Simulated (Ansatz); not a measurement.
# CH₆BNO (SMILES CB(N)O): a rigid scan of the bond length C1–H7

Aim: the energy along the bond length C1–H7, from CCSD(T) and from cheaper methods, relative to the minimum. All other internal coordinates keep their values.

Program: Ansatz 0.2.0, Gaussian basis. Level of theory: single points in def2-TZVPP. These are calculated values, not measurements.

Levels: PBE-D4, r2SCAN-D4, PBE0-D4, B3LYP-D4, wB97M-V, Hartree-Fock, MP2, CCSD, CCSD(T). The scan takes 0.986, 1.008, 1.040, 1.078, 1.119, 1.164, 1.212, 1.262, 1.314 Å.

Cores are frozen in the correlated methods. B3LYP uses VWN-RPA correlation.

## 1. Starting geometry

The minimum, relaxed at PBE0-D4: SMILES `CB(N)O`, 10 atoms, charge 0, spin multiplicity 1.

Atoms are counted from 1 here; the program's logs count them from 0.

Bond lengths: C1–B2 1.579 Å, C1–H5 1.095 Å, C1–H6 1.092 Å, C1–H7 1.095 Å, B2–N3 1.404 Å, B2–O4 1.379 Å, N3–H8 1.005 Å, N3–H9 1.002 Å, O4–H10 0.957 Å. Angles: B2–C1–H5 110.9°, B2–C1–H6 113.4°, B2–C1–H7 110.9°, H5–C1–H6 107.4°, H5–C1–H7 106.5°, H6–C1–H7 107.4°, C1–B2–N3 122.1°, C1–B2–O4 121.6°, N3–B2–O4 116.3°, B2–N3–H8 122.2°, B2–N3–H9 123.1°, H8–N3–H9 114.6°, B2–O4–H10 112.7°.

Coordinates:

```xyz
10
charge 0, multiplicity 1
C    -0.9688    0.7005   -0.1375
B     0.3649   -0.1430   -0.0976
N     0.6127   -1.0991    0.8996
O     1.3526    0.0215   -1.0459
H    -1.5065    0.5373   -1.0776
H    -1.6567    0.4637    0.6769
H    -0.7547    1.7732   -0.0833
H     1.4610   -1.6377    0.9268
H    -0.0344   -1.3013    1.6379
H     1.1298    0.6848   -1.6993
```

Energies of the minimum (eV), from earlier single points: PBE-D4 -5346.87031, r2SCAN-D4 -5350.55958, PBE0-D4 -5347.38180, B3LYP-D4 -5354.11018, wB97M-V -5351.28990, CCSD(T) -5342.90347.

At the minimum the bond length C1–H7 is 1.095 Å.

## 2. C1–H7 = 0.986 Å

Input file ccsdt-tzvpp/in.yaml:

```yaml
crystal:
  periodic: [false, false, false]
  atoms:
    - {symbol: C, position_ang: [-0.968838, 0.700537, -0.137491]}
    - {symbol: B, position_ang: [0.364890, -0.143030, -0.097626]}
    - {symbol: N, position_ang: [0.612711, -1.099060, 0.899574]}
    - {symbol: O, position_ang: [1.352589, 0.021524, -1.045865]}
    - {symbol: H, position_ang: [-1.506469, 0.537347, -1.077628]}
    - {symbol: H, position_ang: [-1.656673, 0.463691, 0.676899]}
    - {symbol: H, position_ang: [-0.776014, 1.666265, -0.088669]}
    - {symbol: H, position_ang: [1.460989, -1.637725, 0.926803]}
    - {symbol: H, position_ang: [-0.034352, -1.301332, 1.637871]}
    - {symbol: H, position_ang: [1.129807, 0.684815, -1.699296]}
basis:
  gaussian: {orbitals: def2-TZVPP}
correlation: {method: ccsd_t}
```

The command line of these runs was not kept.

After this run come: C1–H7 = 1.008 Å; C1–H7 = 1.040 Å; C1–H7 = 1.078 Å; C1–H7 = 1.119 Å; C1–H7 = 1.164 Å; C1–H7 = 1.212 Å; C1–H7 = 1.262 Å; C1–H7 = 1.314 Å.

Q: Predict the outcome of this session. Wanted: highest point, CCSD(T); lowest point, CCSD(T); minimum along the scan, CCSD(T); RMS deviation from CCSD(T); largest T1 diagnostic.

The runs gave:

| quantity | value |
| --- | --- |
| highest point, CCSD(T) | 524 meV at 1.314 Å |
| lowest point, CCSD(T) | 0 meV at 1.095 Å |
| minimum along the scan, CCSD(T) | 1.095 Å |
| curvature there | 32.7 eV/Å² |
| RMS deviation from CCSD(T) | PBE-D4 26, r2SCAN-D4 1, PBE0-D4 4, B3LYP-D4 3, wB97M-V 8, Hartree-Fock 35, MP2 18, CCSD 7 meV |
| largest T1 diagnostic | 0.011 |

What this shows: A polynomial through the near points puts the CCSD(T) minimum at the PBE0-D4 value. The well is lopsided: squeezing costs more than stretching by the same length. Curvature against CCSD(T): PBE-D4 -4 %, Hartree-Fock +7 %. r2SCAN-D4 follows the CCSD(T) curve best and Hartree-Fock worst.
